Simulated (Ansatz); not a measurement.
# Ga (diamond type): how the settings move a single-point run

Aim: see which settings change the result for Ga (diamond type), by how much, and at what cost.

Method: reference: DFT, PBEsol, all-electron PAW with datasets made for the crystal, scalar-relativistic, in Ansatz 0.2.0.

1 further run of the same task is left out (it didn't finish). Runs told in other sessions of the task aren't counted.

### Step 1. The starting structure

The structure is cubic, space group Fd-3m (No. 227). The conventional cell has a = 4.859 Å, b = 4.859 Å, c = 4.859 Å, α = 90.00°, β = 90.00°, γ = 90.00°. Ga (site symmetry -43m) has 4 Ga at 2.10 Å in its first shell of neighbours.

Coordinates:

```
CELL_PARAMETERS angstrom
0.00000 2.42934 2.42934
2.42934 0.00000 2.42934
2.42934 2.42934 0.00000
ATOMIC_POSITIONS crystal
Ga 0.87500 0.87500 0.87500
Ga 0.12500 0.12500 0.12500
```

### Step 2. The reference run

Input file input.yaml:

```yaml
crystal:
  lattice:
    - [0.0, 2.4293357295, 2.4293357295]
    - [2.4293357295, 0.0, 2.4293357295]
    - [2.4293357295, 2.4293357295, 0.0]
  atoms:
    - { symbol: Ga, position: [-0.125, -0.125, -0.125] }
    - { symbol: Ga, position: [0.125, 0.125, 0.125] }
kpoints:
  mp_grid: { grid: [13, 13, 13] }
scf:
  occupations: { method: fermi_dirac, width: 0.08 }
hamiltonian:
  xc: pbesol
  pseudopotentials: { kind: all_electron, datasets: crystal }
output:
  forces: true
  stress: true
  eigenvalues: true
```

The run is started by

```console
> ansatz run input.yaml --threads 1 --pin off --max-ram 2048MiB --backend cpu --events-out ev --progress --plain --runs-dir out
```

### Step 3. Variant: mp_grid.grid [16, 16, 16]

input.yaml: that of step 2 with these lines changed.

```diff
@@ -9,3 +9,3 @@
 kpoints:
-  mp_grid: { grid: [13, 13, 13] }
+  mp_grid: { grid: [16, 16, 16] }
 scf:
```

Q: Predict the outcome of this session. Wanted: for each run, ending; energy change; pressure; gap; force.

As calculated:

```csv
run,ending,energy change,pressure (GPa),gap (eV),force (eV/Å),cycles,time
reference,converged,0,72.0,0.00,0.00,9,9.9 s
"1: mp_grid.grid [16, 16, 16]",converged,+3.1 meV/atom,72.1,0.00,0.00,9,16 s
```

Residual by cycle in the longest SCF loop of each run; runs are numbered as in the table. The quantity is the density residual dr2, in eV.

```csv
cycle,reference,run 1
1,0.486,0.486
2,0.12,0.12
3,0.0284,0.0284
4,0.00229,0.00232
5,9.3e-4,9.4e-4
6,7.2e-5,7.3e-5
7,3.7e-6,3.7e-6
8,3.9e-7,3.8e-7
9,1.6e-9,1.6e-9
```

What this shows: Changing the k-point mesh moves the energy by +3.1 meV/atom. The energy is not variational in the mesh, so the sign tells nothing. Cost: 16 s against 9.9 s. The structure is not at rest: the sound run finds 72 GPa, so these are no properties of the relaxed crystal. 
